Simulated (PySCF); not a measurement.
# C2H5FGeO2: the cost of one run

The runs use PySCF 2.14.0, with density-fitted response routines of our own; the level of theory stands in each step. All values are computed, except where a source is named. Atoms are numbered from 0 throughout.

## 1. Starting geometry

11 atoms, charge 0, multiplicity 1; geometry from: GFN2-xTB. The atoms were then displaced at random by about 0.01 Å, so the start is not that level's minimum.

Bonds of the start (Å): F0–Ge1 1.76, Ge1–O2 1.77, O2–C3 1.37, C3–C4 1.56, C4–O5 1.41, O5–Ge1 1.75, Ge1–H6 1.50, C3–H7 1.10, C3–H8 1.08, C4–H9 1.07, C4–H10 1.11.

## 2. Geometry optimisation at PBE0-D3(BJ)/def2-SVP

Job settings and geometry (Å):

```
{"job": {"xc": "PBE0", "basis": "def2-SVP", "d3": "d3bj", "grid": 1, "shake": 0.01, "kind": "geom"}, "charge": 0, "multiplicity": 1}
F      2.189900    -0.581760     1.781220
Ge     1.554810    -0.183720     0.192370
O      0.459430     1.198580     0.333050
C     -0.765280     0.886880    -0.190740
C     -0.991020    -0.652400    -0.179800
O      0.274960    -1.263480    -0.322500
H      2.782620    -0.143520    -0.666530
H     -1.533840     1.384320     0.425580
H     -0.866280     1.265750    -1.193680
H     -1.627080    -0.975020    -0.983880
H     -1.440090    -0.961460     0.789260
```

Command:

```bash
$ OMP_NUM_THREADS=1 python probes_run.py task.json out
```

The driver reads the jobs from task.json and runs them one after another.

Q: Estimate the wall time and peak memory of this first job on 1 thread of Arm Neoverse V2, shared host.

About 56 s, with a peak of 0.51 GiB.
